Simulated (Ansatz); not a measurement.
I need a phonon calculation by finite displacements of InP, space group F-43m. Use the Python package of Ansatz (0.2.0). Level of theory: PBE, PAW, the default cutoff (420 eV here), 6×6×6 k-points, fixed occupations.

```cif
data_structure
_symmetry_space_group_name_H-M 'P 1'
_symmetry_Int_Tables_number 1
_cell_length_a 4.1444
_cell_length_b 4.1444
_cell_length_c 4.1444
_cell_angle_alpha 60.000
_cell_angle_beta 60.000
_cell_angle_gamma 60.000
_cell_volume 50.33
loop_
_atom_site_label
_atom_site_type_symbol
_atom_site_fract_x
_atom_site_fract_y
_atom_site_fract_z
_atom_site_occupancy
In1 In 0.00000 0.00000 0.00000 1
P1 P 0.25000 0.25000 0.25000 1
```

`run_phonons.py`
```python
# -*- coding: utf-8 -*-
'''Phonons of InP by finite displacements.'''

from pathlib import Path
import warnings

import ansatz as az
import numpy as np

warnings.simplefilter('ignore', az.DeckWarning)

lattice = az.Lattice.of(
    (0.0, 2.9305, 2.9305),
    (2.9305, 0.0, 2.9305),
    (2.9305, 2.9305, 0.0),
)
sites = [
    ('In', (0.0, 0.0, 0.0)),
    ('P', (0.25, 0.25, 0.25)),
]
inp = az.Crystal(lattice=lattice)
for symbol, position in sites:
    inp = inp.atom(symbol, position)
path = [
    ('K', (-0.375, 0.0, 0.375)),
    ('G', (0.0, 0.0, 0.0)),
    ('L', (0.0, 0.0, 0.5)),
    ('W', (-0.5, -0.25, 0.25)),
    ('X', (-0.5, -0.5, 0.0)),
]

# the k mesh has to be a multiple of the supercell
model = (
    inp.calculation()
    .pseudopotentials('paw')
    .functional('PBE')
    .occupations('fixed')
    .kpoints(6, 6, 6)
    .phonons('fd', supercell=2, path=[q for _, q in path], intervals=6)
)
outcome = model.run(runs_dir='phonon_runs')
folder = Path(outcome.output_folder) / 'results'
ph = outcome.phonons

for mode, w in enumerate(ph.gamma_omega_inv_cm, start=1):
    print(f'Gamma mode {mode:2d}: {w:8.1f} 1/cm  {w / 33.35641:7.3f} THz')
print(f'{ph.n_members} displaced supercells, sum-rule residual {ph.asr_residual_pre_ev_ang2:.1e} eV/A^2')
table = np.loadtxt(folder / 'phbands.tsv', comments='#')
n_modes = len(ph.gamma_omega_inv_cm)
omega = table[:, 1 : 1 + n_modes]
for i, (label, _) in enumerate(path):
    print(f'{label:3s}', ' '.join(f'{v:7.1f}' for v in omega[min(i * 6, len(omega) - 1)]))
# a negative number stands for an imaginary frequency
print(f'lowest {omega.min():.1f}, highest {omega.max():.1f} 1/cm on the path;', 'unstable' if omega.min() < -10 else 'no imaginary branch')
```

`python run_phonons.py` gives:
```text
Gamma mode  1:      0.0 1/cm    0.000 THz
Gamma mode  2:      0.0 1/cm    0.000 THz
Gamma mode  3:      0.0 1/cm    0.000 THz
Gamma mode  4:    303.6 1/cm    9.101 THz
Gamma mode  5:    303.6 1/cm    9.101 THz
Gamma mode  6:    303.6 1/cm    9.101 THz
2 displaced supercells, sum-rule residual 8.5e-05 eV/A^2
K      58.7   100.2   163.3   314.9   318.5   331.7
G       0.0     0.0     0.0   303.6   303.6   340.0
L      47.5    47.5   159.1   310.7   310.7   334.1
W      71.4   103.9   157.0   311.7   321.6   331.3
X      62.2    64.0   178.5   320.4   321.7   326.8
lowest 0.0, highest 340.0 1/cm on the path; no imaginary branch
```

Reading the output:
- The cell isn't relaxed first, so the values belong to this volume.
- Energy and stress may still move on a finer k-point mesh.
- Of the deposited cell: the entry's cell lengths or inner coordinates differ somewhat from later room-temperature determinations.
- No non-analytic term is added, so at the zone centre the longitudinal optical modes of a polar crystal aren't split off.
- The starting cell is as deposited in a crystallographic database; the results hold for this polymorph, which needn't be the stable one.
- The structure is taken as given and the supercell is small; imaginary modes can come from an unrelaxed or unstable start.
- The script silences the warnings on its input, which a real study should read.
- Hardware and time: 2.4 min on 1 thread of Intel(R) Xeon(R) Platinum 8488C (Sapphire Rapids) (shared host), peak memory 0.89 GiB.
